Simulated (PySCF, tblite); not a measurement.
**BH9O3Si3− (doublet), a small gas-phase stand-in for a defect centre: EPR parameters**

What EPR parameters should one expect for `[SiH3]OB(O[SiH3])O[SiH3]`? It is drawn as: threefold B.

Programs: tblite 0.8.0 and PySCF 2.14.0. All values are calculated, for the isolated system unless a continuum is named. Atoms count from 0, parts from 1.

### Step 1. The system as given

16 atoms, charge -1, multiplicity 2; geometry: distance geometry start.

### Step 2. Geometry optimisation with GFN2-xTB

The job: settings as JSON, then the geometry in Å.

```
{"job": {"kind": "relax", "xc": "GFN2-xTB", "basis": "xTB"}, "charge": -1, "multiplicity": 2}
B     -0.620127     0.635688    -0.687492
O     -0.354251     1.624534     0.417935
Si     1.137995     1.723220     1.365889
O     -1.949217    -0.008341    -0.683383
Si    -2.267940    -1.653109    -1.285355
O      0.562963    -0.207804    -1.081673
Si     1.141724    -1.604146    -0.149343
H      1.450603     3.088497     1.620503
H      2.203459     1.134736     0.640811
H      0.964819     1.032262     2.597162
H     -3.672384    -1.889895    -1.247847
H     -1.802590    -1.776000    -2.640084
H     -1.627345    -2.576545    -0.470718
H      2.442326    -1.989292    -0.621542
H      1.214592    -1.236455     1.231495
H      0.259193    -2.691932    -0.322029
```

With the program's defaults for keys left out, this is: GFN2-xTB geometry optimisation, gas phase.

On the command line:

```
> OMP_NUM_THREADS=1 python cluster_run.py task.json out
```

The driver reads the jobs from task.json and runs them one after another.

**Question.** The jobs that follow are: PBE0-D3(BJ)/def2-SVP geometry optimisation, gas phase; UKS B3LYP, IGLO-III on B O Si, pcH-1 on H, non-relativistic, mean-field spin-orbit, GIAO; UKS BHandHLYP, IGLO-III on B O Si, pcH-1 on H, non-relativistic, mean-field spin-orbit, GIAO. Predict: point group; rotational constants (main isotopes); g(iso) (B3LYP); ⟨S²⟩; largest a(iso) (averaged by class).

As calculated:

```
                            quantity                    value
                         point group                       Cs
rotational constants (main isotopes)     2.33, 0.88, 0.66 GHz
                      g(iso) (B3LYP)                  2.00281
                                ⟨S²⟩       0.752 (exact 0.75)
  largest a(iso) (averaged by class)  29Si on Si6, -446.0 MHz
```

What this shows: The start of the PBE0/def2-SVP relaxation was shaken at random by about 0.01 Å, so part of the energy gained, and of the first lengths quoted, undoes that. The optimisation took 39 steps and gained 1.341 eV; among the close pairs (by a distance rule), O5–Si6 changed most, from 1.616 to 1.831 Å (PBE0/def2-SVP). No frequency check was run at this level, so the end point may be a saddle. The largest share of the spin, 0.56 e, sits on Si6. The isotropic g lies 0.5 ppt above the free-electron value. The coupling of 29Si on Si6 runs from -465.2 (BHandHLYP/IGLO-III+pcH-1) to -446.0 MHz (B3LYP/IGLO-III+pcH-1). A capped cluster stands for the solid here, so long-range fields and strain are missing, and bands or shifts of the capping hydrogens have no counterpart in it.
